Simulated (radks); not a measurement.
# Hf³⁺ in [Kr] 4d10 4f14 5s2 5p4 5d3: an all-electron calculation

What are the levels of the hafnium ion Hf3+, how large are its shells, and how does its energy divide?

Program: radks (a radial shooting solver on a logarithmic mesh, Libxc functionals) version 1. Level of theory: scalar-relativistic Kohn-Sham, LDA (Slater exchange, Perdew-Wang correlation), spin-unpolarised, spherical densities, point nucleus. These are calculated values, not measurements, unless marked.

## (1) Starting point

| Quantity | Value |
| --- | --- |
| element | hafnium (Z = 72) |
| charge | +3 |
| electrons | 69 |
| configuration | [Kr] 4d10 4f14 5s2 5p4 5d3 |

The outer shells:

Hf³⁺
```
[Kr] core
4d [↑↓][↑↓][↑↓][↑↓][↑↓]
4f [↑↓][↑↓][↑↓][↑↓][↑↓][↑↓][↑↓]
5s [↑↓]
5p [↑↓][↑ ][↑ ]
5d [↑ ][↑ ][↑ ][  ][  ]
```

## (2) The run

The run's settings:

```text
Z 72
configuration [Kr] 4d10 4f14 5s2 5p4 5d3 6s0 6p0 5f0 6d0
relativity scalar-relativistic
functional lda,pw
spin unpolarised
nucleus point
c 137.035999084
```

The run is started by

```bash
$ python run_ks.py task.json out
```

The same process makes all the runs of this session.

**Question.** What will this run give?

The runs gave:

```
                        quantity                value
                    total energy  -15064.8985 hartree
exchange-correlation share of it               1.97 %
                            −T/E               1.0956
          highest occupied level       5d, -30.255 eV
    most extended occupied level  5d, <r> = 1.84 bohr
 radius at density 0.001 e/bohr³            3.52 bohr
    maxima of the radial density                    4
```

5 principal shells are occupied and 4 maxima appear in the radial density; where shells overlap, one shows as a shoulder or not at all. −T/E is 1.096: with relativity the kinetic term as defined here no longer equals −E. This is not the tabulated ground configuration, so its levels and sizes aren't those of the ground state, and no measured value stands beside it.
